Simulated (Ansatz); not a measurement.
**NbTe under changes of volume**

One of the cells (21.934 Å³/atom); the others are scaled copies at fixed shape and fractional positions:

```xyz
2
Lattice="3.7030 0.0000 0.0000 -1.8515 3.2069 0.0000 0.0000 0.0000 3.6942" Properties=species:S:1:pos:R:3 pbc="T T T"
Te    1.8515    1.0690    0.0000
Nb    0.0000    0.0000    1.8471
```

The cell comes from a database or a generator and needn't be the stable form of this composition.

- Program: Ansatz 0.2.0
- Functional: LDA
- Potentials or basis: all-electron LAPW, scalar-relativistic
- Cutoff: 233 eV (chosen from the basis error)
- Basis error allowed: 0.001 eV/atom
- k mesh: 8 × 8 × 7
- Occupations: fermi-dirac, width 0.05 eV
- Spin: no spin polarisation

```csv
volume (Å³/atom),energy over the lowest point (meV/atom),pressure (GPa)
20.618,0.00,0.2
21.057,3.55,-2.7
21.496,14.52,-5.2
21.934,32.07,-7.5
22.373,55.47,-9.5
22.812,84.03,-11.3
23.250,?,?
```

**Question.** What does the run at 23.250 Å³/atom give?

**Answer.** Energy over the lowest point 117.17 meV/atom; pressure -12.8 GPa.

Worked out: A Birch-Murnaghan fit of order 3 (a polynomial in V^(-2/3)) to the other rows has its minimum at 20.64 Å³/atom with B0 = V·E''(V) = 143 GPa and B' = 4.8 at fixed shape and positions, which overstates the stiffness. It gives 117.07 meV/atom at 23.250 Å³/atom, against the run's 117.17, and -dE/dV = -12.9 GPa, against -12.8.

Energies are extrapolated to zero smearing.
